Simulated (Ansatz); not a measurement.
# GeH3O2 radical: a ladder of functionals

An exercise on one series of results from a longer session: the logs are not shown, and one member is left open.

Program: Ansatz 0.2.0, Gaussian basis. Level of theory: functionals in def2-TZVPP. These are calculated values, not measurements.

Levels to be run: LDA (SPW92), PBE-D4, revPBE-D4, BLYP-D4, r2SCAN-D4, B97M-V, PBE0-D4, B3LYP-D4, r2SCANh-D4, r2SCAN0-D4, HSE06-D4, BHLYP-D4, CAM-B3LYP-D4, LC-ωPBE, ωB97X-V, ωB97M-V.

### The geometry

All runs share one geometry, relaxed beforehand with PBE0-D4 in a triple-zeta def2 set.

SMILES `[O][GeH2][OH]`, 6 atoms, charge 0, spin multiplicity 2.

Atoms are counted from 1 here; the program's logs count them from 0.

Bond lengths: O1–Ge2 1.790 Å, Ge2–O3 1.768 Å, Ge2–H4 1.539 Å, Ge2–H5 1.528 Å, O3–H6 0.960 Å. Angles: O1–Ge2–O3 111.6°, O1–Ge2–H4 102.2°, O1–Ge2–H5 109.7°, O3–Ge2–H4 112.1°, O3–Ge2–H5 104.8°, H4–Ge2–H5 116.5°, Ge2–O3–H6 113.3°.

Set-up of the first run:

Contents of in.yaml:

```yaml
crystal:
  periodic: [false, false, false]
  atoms:
    - {symbol: O, position_ang: [-1.694041, -0.455904, 0.556914]}
    - {symbol: Ge, position_ang: [-0.249907, 0.168562, -0.295769]}
    - {symbol: O, position_ang: [1.186334, 0.124095, 0.735033]}
    - {symbol: H, position_ang: [-0.134773, -0.795792, -1.489817]}
    - {symbol: H, position_ang: [-0.447257, 1.647030, -0.628928]}
    - {symbol: H, position_ang: [1.381643, -0.751892, 1.076369]}
basis:
  gaussian: {orbitals: def2-TZVPP}
magnetization: {spin_polarized: true, initial_magnetization: 1}
hamiltonian: {xc: lda}
output: {orbitals: {seedname: orbitals}}
```

Launch:

```bash
> ansatz run in.yaml --threads 2 --pin off --events-out ev --progress --plain --max-ram 32768MiB --backend cpu
```

Among the steps run: LDA; PBE-D4 (GGA); revPBE-D4 (GGA); BLYP-D4 (GGA); r2SCAN-D4 (meta-GGA); B97M-V (meta-GGA); B3LYP-D4 (hybrid); r2SCANh-D4 (hybrid); r2SCAN0-D4 (hybrid); HSE06-D4 (hybrid); BHLYP-D4 (hybrid); CAM-B3LYP-D4 (range-separated); LC-ωPBE (range-separated); ωB97X-V (range-separated); ωB97M-V (range-separated).

One table of the session follows, with a row left open; its other results are not shown here.

It belongs to the step «Orbital energies across the functionals». 

```
  functional  HOMO (eV)  LUMO (eV)  gap (eV)
 LDA (SPW92)      -6.92      -6.60      0.32
      PBE-D4      -6.92      -6.06      0.86
   revPBE-D4      -6.87      -5.91      0.96
     BLYP-D4      -6.84      -6.04      0.81
   r2SCAN-D4      -7.39      -5.33      2.06
      B97M-V          ?          ?         ?
     PBE0-D4      -8.77      -4.25      4.53
    B3LYP-D4      -8.49      -4.83      3.66
  r2SCANh-D4      -8.07      -4.68      3.39
  r2SCAN0-D4      -9.07      -3.70      5.37
    HSE06-D4      -8.36      -4.65      3.70
    BHLYP-D4     -10.50      -2.48      8.01
CAM-B3LYP-D4     -10.31      -3.15      7.16
     LC-ωPBE     -11.73      -1.66     10.07
     ωB97X-V     -11.33      -2.01      9.32
     ωB97M-V     -11.24      -2.03      9.21
```

**Question.** Estimate the row for B97M-V.

As computed: HOMO (eV): -7.53; LUMO (eV): -5.31; gap (eV): 2.23. In the column «HOMO (eV)» it lies between r2SCANh-D4 (-8.07) and r2SCAN-D4 (-7.39).
